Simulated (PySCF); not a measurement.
The system is S2SiH4, in a box.

```
CELL_PARAMETERS angstrom
13.00000 0.00000 0.00000
0.00000 12.00000 0.00000
0.00000 0.00000 12.00000
ATOMIC_POSITIONS crystal
S 0.39035 0.42595 0.46213
Si 0.50121 0.53954 0.52828
S 0.62125 0.44690 0.60515
H 0.35514 0.49883 0.38602
H 0.53821 0.61158 0.43612
H 0.45999 0.60968 0.61965
H 0.64686 0.39192 0.51157
```

Base run:

| Item | Value |
| --- | --- |
| Program | PySCF 2.14.0 |
| Functional | SCAN0 |
| Potentials or basis | def2-svp (all-electron) |
| k mesh | 1 × 1 × 1 |
| Occupations | fixed |
| Spin | no spin polarisation |

Its results: gap between the frontier levels 8.21 eV.

After a change of settings the same cell gave: gap between the frontier levels 7.34 eV. Which change was it?
A. functional from SCAN0 to M06; dispersion from none to D4
B. functional from SCAN0 to B3LYP
C. functional from SCAN0 to B97-D; dispersion from none to D3(BJ)

B.

Caveats: this is a molecule in a periodic box at the Γ point, so its band gap is the HOMO-LUMO gap; the basis of atomic orbitals isn't converged, which shifts pressures, moduli and gaps.

Not every run made on this cell is shown here.
